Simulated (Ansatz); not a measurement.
Consider a convergence test of the plane-wave cutoff of LiMg, space group P-6m2 (Ansatz 0.2.0 through its Python package).

`limg.py`:
```python
"""Convergence of LiMg with the plane-wave cutoff."""

import warnings

import ansatz
from tabulate import tabulate


def main() -> None:
    warnings.simplefilter("ignore", ansatz.DeckWarning)

    crystal = (
        ansatz.Lattice.of((3.108498, 0.0, 0.0), (-1.554249, 2.692038, 0.0), (0.0, 0.0, 5.025468))
        .atom("Li", (0.0, 0.0, 0.0))
        .atom("Mg", (2 / 3, 1 / 3, 0.5))
    )

    setup = (
        crystal.calculation()
        .functional("r2scan")
        .occupations(ansatz.OccupationsMethod.FERMI_DIRAC, width=0.01)
        .scf(max_iterations=100)
        .kpoints(7, 7, 4, center="gamma")
        .forces()
        .stress()
    )

    rows = []
    for value in [250, 325, 400, 475, 550, 625]:
        data = setup.basis(value).run(threads=1, pin="off").report
        rows.append((value, data["free_energy_ev"] / len(data["lattice"]["sites"]), data["n_iterations"], sum(data["stress_gpa"][i][i] for i in range(3)) / 3, max(abs(f) for row in data["forces_ev_ang"] for f in row), data["n_pw"]))

    print(tabulate(rows, headers=["cutoff (eV)", "F/atom (eV)", "iterations", "P (GPa)", "max force (eV/A)", "plane waves"], floatfmt=".4f", tablefmt="grid"))

    # the last row is the reference
    for row in rows[:-1]:
        shift = 1000 * (row[1] - rows[-1][1])
        print(f"{row[0]}: {shift:+.2f} meV/atom" + ("  (within 1 meV)" if abs(shift) < 1 else ""))


if __name__ == "__main__":
    main()
```

From which cutoff on is the energy per atom within 1 meV of the last row, and how does it get there?

From 475 eV on it stays within 1 meV an atom of the value at 625 eV; the first row (250 eV) is off by 128.0 meV and the last but one by 0.35 meV. The energy falls steadily, as expected when plane waves are added. The pressure moves from 0.36 to 0.42 GPa (the program's stress holds a Pulay correction, so it settles early). The last run costs about 2.6 times the first.

The output:

`python limg.py` gives:
```text
+---------------+---------------+--------------+-----------+--------------------+---------------+
|   cutoff (eV) |   F/atom (eV) |   iterations |   P (GPa) |   max force (eV/A) |   plane waves |
+===============+===============+==============+===========+====================+===============+
|           250 |    -1065.6706 |            6 |    0.3585 |             0.0000 |           379 |
+---------------+---------------+--------------+-----------+--------------------+---------------+
|           325 |    -1065.7925 |            6 |    0.4117 |             0.0000 |           573 |
+---------------+---------------+--------------+-----------+--------------------+---------------+
|           400 |    -1065.7971 |            6 |    0.4277 |             0.0000 |           737 |
+---------------+---------------+--------------+-----------+--------------------+---------------+
|           475 |    -1065.7976 |            6 |    0.4278 |             0.0000 |           989 |
+---------------+---------------+--------------+-----------+--------------------+---------------+
|           550 |    -1065.7982 |            6 |    0.4229 |             0.0000 |          1237 |
+---------------+---------------+--------------+-----------+--------------------+---------------+
|           625 |    -1065.7985 |            6 |    0.4219 |             0.0000 |          1485 |
+---------------+---------------+--------------+-----------+--------------------+---------------+
250: +127.96 meV/atom
325: +5.97 meV/atom
400: +1.42 meV/atom
475: +0.90 meV/atom  (within 1 meV)
550: +0.35 meV/atom  (within 1 meV)
```

Reading the output:
- For a metal this k-point mesh is coarse: on a finer one energies can move by several to tens of meV an atom and pressures by half a GPa or more, differences at one mesh by less.
- Forces vanish by symmetry here and test nothing.
- Pressure is positive in compression.
- This cell is a computed structure, which may not be the phase found in nature.
- Shifts are counted from the last row, which is itself no proven limit.
- The script silences the warnings on its input, which a real study should read.

(Lines on the test bed's own set-up are left out of the output.)
